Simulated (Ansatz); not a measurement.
Task: energies of removing a hydrogen of ClGeH6NSi, SMILES N[SiH2][GeH2][Cl], with the Ansatz DFT code, driven from Python. Give the script and its output. Use (for the species named): B3LYP, cc-pVDZ basis, multiplicity 1.

```yaml
atoms:
  - { symbol: N, position_ang: [-1.7671, 0.0361, -0.6323] }
  - { symbol: Si, position_ang: [-0.3497, -0.9074, -0.3830] }
  - { symbol: Ge, position_ang: [1.2246, 0.3749, 0.6750] }
  - { symbol: Cl, position_ang: [1.7883, 2.1188, -0.5268] }
  - { symbol: H, position_ang: [-2.1140, 0.4212, 0.2763] }
  - { symbol: H, position_ang: [-1.5221, 0.9340, -1.1967] }
  - { symbol: H, position_ang: [0.2044, -1.3553, -1.6753] }
  - { symbol: H, position_ang: [-0.6400, -2.0536, 0.4427] }
  - { symbol: H, position_ang: [0.7156, 0.8503, 2.1068] }
  - { symbol: H, position_ang: [2.5431, -0.4701, 0.9163] }
```

`bde.py`
```python
"""Cost of removing each kind of hydrogen from ClGeH6NSi, fragments frozen."""

import ansatz as az


def total_energy(molecule, charge=0, unpaired=0):
    calc = (
        molecule.calculation()
        .basis(gaussian="cc-pVDZ")
        .functional("b3lyp")
    )
    if charge:
        calc = calc.charge(charge)
    if unpaired:
        calc = calc.spin("collinear", total=unpaired)
    report = calc.run(threads=1).report
    if report["published_state_doubts"]:
        print("  doubts:", report["published_state_doubts"])
    return report["free_energy_ev"]

def without(molecule, index):
    rest = az.Crystal.molecule()
    for i, site in enumerate(molecule.cartesian_sites):
        if i != index:
            rest = rest.atom(site.symbol, site.position_ang)
    return rest


def main() -> None:
    geometry_ang = [
        ("N", [-1.7671, 0.0361, -0.6323]),
        ("Si", [-0.3497, -0.9074, -0.383]),
        ("Ge", [1.2246, 0.3749, 0.675]),
        ("Cl", [1.7883, 2.1188, -0.5268]),
        ("H", [-2.114, 0.4212, 0.2763]),
        ("H", [-1.5221, 0.934, -1.1967]),
        ("H", [0.2044, -1.3553, -1.6753]),
        ("H", [-0.64, -2.0536, 0.4427]),
        ("H", [0.7156, 0.8503, 2.1068]),
        ("H", [2.5431, -0.4701, 0.9163]),
    ]
    geometry = az.Crystal.molecule()
    for symbol, xyz in geometry_ang:
        geometry = geometry.atom(symbol, xyz)

    whole = total_energy(geometry, 0)
    hydrogen = total_energy(az.Crystal.molecule().atom("H", (0, 0, 0)), 0, 1)
    print(f"E(molecule) = {whole:.5f} eV, E(H) = {hydrogen:.5f} eV")
    for index in [5, 7, 9]:
        radical = total_energy(without(geometry, index), 0, 1)
        print(f"H{index}: homolysis {(radical + hydrogen - whole):.3f} eV")
        anion = total_energy(without(geometry, index), -1)
        print(f"H{index}: loss of a proton {(anion - whole):.3f} eV")


if __name__ == "__main__":
    main()
```

```console
$ python bde.py
E(molecule) = -78509.07925 eV, E(H) = -13.63992 eV
H5: homolysis 4.677 eV
H5: loss of a proton 16.696 eV
H7: homolysis 3.900 eV
H7: loss of a proton 16.223 eV
H9: homolysis 3.484 eV
H9: loss of a proton 16.138 eV
```

Notes:
- Total energies depend on the basis set; only differences at equal settings carry meaning.
- The geometry is a force-field or estimated start, not a minimum of this method, and the basis set is short of its limit. All parts are taken at fixed geometry, without zero-point energy.
- b3lyp holds the VWN-RPA fit, as in Gaussian; the form of ORCA and Turbomole is b3lyp5.
- Anions want diffuse functions, which this basis lacks.
- Wall time of the script: 51 s on 1 thread of Arm Neoverse V2, on a shared host, peak memory 0.41 GiB.

(Lines on the test bed's own set-up are left out of the output.)
